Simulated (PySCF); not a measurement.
**Os⁶⁶⁺, Os⁶⁷⁺: ionisation energy in even-tempered 18s13p5d5f4g**

Wanted: the ionisation energy of osmium, up a ladder of methods.

Method: unrestricted determinants in a Gaussian basis, no spin-orbit coupling in the energies. Code: PySCF 2.14.0.

## 1. The system

```
Element                                   : osmium (Z = 76)
Basis                                     : an uncontracted even-tempered set (18 s from 46 bohr⁻², ratio 2.2; 13 p from 59 bohr⁻², ratio 2.2; 5 d from 230 bohr⁻², ratio 2.4; 5 f from 350 bohr⁻², ratio 2.4; 4 g from 520 bohr⁻², ratio 2.4)
Hamiltonian                               : the spin-free X2C one-electron Hamiltonian (Gaussian nucleus)
State 1                                   : Os⁶⁶⁺: [Ne], closed-shell 1S
State 2                                   : Os⁶⁷⁺: [He] 2s2 2p5, 2P determinant
Methods                                   : UHF, LDA, PBE, PBE0, r2SCAN, PW91, PBEsol, MP2
Core shells frozen in the correlated runs : all electrons: nothing (for Os⁶⁶⁺)
```

The outer shells:

Os66+ [Ne]
```
[He] core
2s [↑↓]
2p [↑↓][↑↓][↑↓]
```

Os67+ [He] 2s2 2p5
```
[He] core
2s [↑↓]
2p [↑↓][↑↓][↑ ]
```

The runs were made by one driver on top of PySCF. The scripts below sum up each run's settings (the driver also hands on starting orbitals that pick excited configurations, and frozen orbitals as a list rather than a count), and the logs come from the driver's own runs. The driver starts from symmetry-adapted Hartree-Fock orbitals, holds the occupation by maximum overlap and uses a logarithmic radial grid for functionals, so a plain start would take other cycles.

The integrals over 153 functions and the set-up took 1.3 s of CPU time.

## 2. Os⁶⁶⁺, method by method

**UHF**

File input.py:

```python
from pyscf import gto, scf, dft, mp, cc
mol = gto.M(atom="Os 0 0 0", charge=66, spin=0, symmetry="D2h",
            basis=gto.etbs([(0, 18, 46, 2.2), (1, 13, 59, 2.2), (2, 5, 230, 2.4), (3, 5, 350, 2.4), (4, 4, 520, 2.4)]),
            nucmod="G")
mf = scf.UHF(mol).sfx2c1e()
mf.irrep_nelec = {'Ag': (2, 2), 'B1u': (1, 1), 'B2u': (1, 1), 'B3u': (1, 1)}
mf.kernel()
```

**LDA**

Changes to input.py:

```diff
@@ -4,3 +4,3 @@
             nucmod="G")
-mf = scf.UHF(mol).sfx2c1e()
+mf = dft.UKS(mol, xc="LDA,VWN").sfx2c1e()
 mf.irrep_nelec = {'Ag': (2, 2), 'B1u': (1, 1), 'B2u': (1, 1), 'B3u': (1, 1)}
```

**PBE**

Changes to input.py:

```diff
@@ -4,3 +4,3 @@
             nucmod="G")
-mf = dft.UKS(mol, xc="LDA,VWN").sfx2c1e()
+mf = dft.UKS(mol, xc="PBE").sfx2c1e()
 mf.irrep_nelec = {'Ag': (2, 2), 'B1u': (1, 1), 'B2u': (1, 1), 'B3u': (1, 1)}
```

**PBE0**

Changes to input.py:

```diff
@@ -4,3 +4,3 @@
             nucmod="G")
-mf = dft.UKS(mol, xc="PBE").sfx2c1e()
+mf = dft.UKS(mol, xc="PBE0").sfx2c1e()
 mf.irrep_nelec = {'Ag': (2, 2), 'B1u': (1, 1), 'B2u': (1, 1), 'B3u': (1, 1)}
```

**r2SCAN**

Changes to input.py:

```diff
@@ -4,3 +4,3 @@
             nucmod="G")
-mf = dft.UKS(mol, xc="PBE0").sfx2c1e()
+mf = dft.UKS(mol, xc="R2SCAN").sfx2c1e()
 mf.irrep_nelec = {'Ag': (2, 2), 'B1u': (1, 1), 'B2u': (1, 1), 'B3u': (1, 1)}
```

**PW91**

Changes to input.py:

```diff
@@ -4,3 +4,3 @@
             nucmod="G")
-mf = dft.UKS(mol, xc="R2SCAN").sfx2c1e()
+mf = dft.UKS(mol, xc="PW91,PW91").sfx2c1e()
 mf.irrep_nelec = {'Ag': (2, 2), 'B1u': (1, 1), 'B2u': (1, 1), 'B3u': (1, 1)}
```

**PBEsol**

Changes to input.py:

```diff
@@ -4,3 +4,3 @@
             nucmod="G")
-mf = dft.UKS(mol, xc="PW91,PW91").sfx2c1e()
+mf = dft.UKS(mol, xc="PBEsol").sfx2c1e()
 mf.irrep_nelec = {'Ag': (2, 2), 'B1u': (1, 1), 'B2u': (1, 1), 'B3u': (1, 1)}
```

**MP2 (all electrons)**

Changes to input.py:

```diff
@@ -4,4 +4,5 @@
             nucmod="G")
-mf = dft.UKS(mol, xc="PBEsol").sfx2c1e()
+mf = scf.UHF(mol).sfx2c1e()
 mf.irrep_nelec = {'Ag': (2, 2), 'B1u': (1, 1), 'B2u': (1, 1), 'B3u': (1, 1)}
 mf.kernel()
+mp.UMP2(mf, frozen=0).kernel()
```

## 3. Os⁶⁷⁺

**UHF**

File input.py:

```python
from pyscf import gto, scf, dft, mp, cc
mol = gto.M(atom="Os 0 0 0", charge=67, spin=1, symmetry="D2h",
            basis=gto.etbs([(0, 18, 46, 2.2), (1, 13, 59, 2.2), (2, 5, 230, 2.4), (3, 5, 350, 2.4), (4, 4, 520, 2.4)]),
            nucmod="G")
mf = scf.UHF(mol).sfx2c1e()
mf.irrep_nelec = {'Ag': (2, 2), 'B1u': (1, 1), 'B2u': (1, 1), 'B3u': (1, 0)}
mf.kernel()
```

**LDA**

Changes to input.py:

```diff
@@ -4,3 +4,3 @@
             nucmod="G")
-mf = scf.UHF(mol).sfx2c1e()
+mf = dft.UKS(mol, xc="LDA,VWN").sfx2c1e()
 mf.irrep_nelec = {'Ag': (2, 2), 'B1u': (1, 1), 'B2u': (1, 1), 'B3u': (1, 0)}
```

**PBE**

Changes to input.py:

```diff
@@ -4,3 +4,3 @@
             nucmod="G")
-mf = dft.UKS(mol, xc="LDA,VWN").sfx2c1e()
+mf = dft.UKS(mol, xc="PBE").sfx2c1e()
 mf.irrep_nelec = {'Ag': (2, 2), 'B1u': (1, 1), 'B2u': (1, 1), 'B3u': (1, 0)}
```

**PBE0**

Changes to input.py:

```diff
@@ -4,3 +4,3 @@
             nucmod="G")
-mf = dft.UKS(mol, xc="PBE").sfx2c1e()
+mf = dft.UKS(mol, xc="PBE0").sfx2c1e()
 mf.irrep_nelec = {'Ag': (2, 2), 'B1u': (1, 1), 'B2u': (1, 1), 'B3u': (1, 0)}
```

**r2SCAN**

Changes to input.py:

```diff
@@ -4,3 +4,3 @@
             nucmod="G")
-mf = dft.UKS(mol, xc="PBE0").sfx2c1e()
+mf = dft.UKS(mol, xc="R2SCAN").sfx2c1e()
 mf.irrep_nelec = {'Ag': (2, 2), 'B1u': (1, 1), 'B2u': (1, 1), 'B3u': (1, 0)}
```

**PW91**

Changes to input.py:

```diff
@@ -4,3 +4,3 @@
             nucmod="G")
-mf = dft.UKS(mol, xc="R2SCAN").sfx2c1e()
+mf = dft.UKS(mol, xc="PW91,PW91").sfx2c1e()
 mf.irrep_nelec = {'Ag': (2, 2), 'B1u': (1, 1), 'B2u': (1, 1), 'B3u': (1, 0)}
```

**PBEsol**

Changes to input.py:

```diff
@@ -4,3 +4,3 @@
             nucmod="G")
-mf = dft.UKS(mol, xc="PW91,PW91").sfx2c1e()
+mf = dft.UKS(mol, xc="PBEsol").sfx2c1e()
 mf.irrep_nelec = {'Ag': (2, 2), 'B1u': (1, 1), 'B2u': (1, 1), 'B3u': (1, 0)}
```

**MP2 (all electrons)**

Changes to input.py:

```diff
@@ -4,4 +4,5 @@
             nucmod="G")
-mf = dft.UKS(mol, xc="PBEsol").sfx2c1e()
+mf = scf.UHF(mol).sfx2c1e()
 mf.irrep_nelec = {'Ag': (2, 2), 'B1u': (1, 1), 'B2u': (1, 1), 'B3u': (1, 0)}
 mf.kernel()
+mp.UMP2(mf, frozen=0).kernel()
```

Q: Predict the outcome of this session.

**Answer**, as computed:

| quantity | value |
| --- | --- |
| ionisation energy, Os⁶⁶⁺ | UHF 17056.1, MP2 (all electrons) 17058.0 eV; reference 16560 ± 40 |

The methods span 9.129 eV, from PBEsol (17048.9) to MP2 (all electrons) (17058.0). The reference is uncertain or not like for like (spin-orbit coupling or other relativistic terms), so no ranking of close methods is drawn. The basis is finite, and no extrapolation was made.
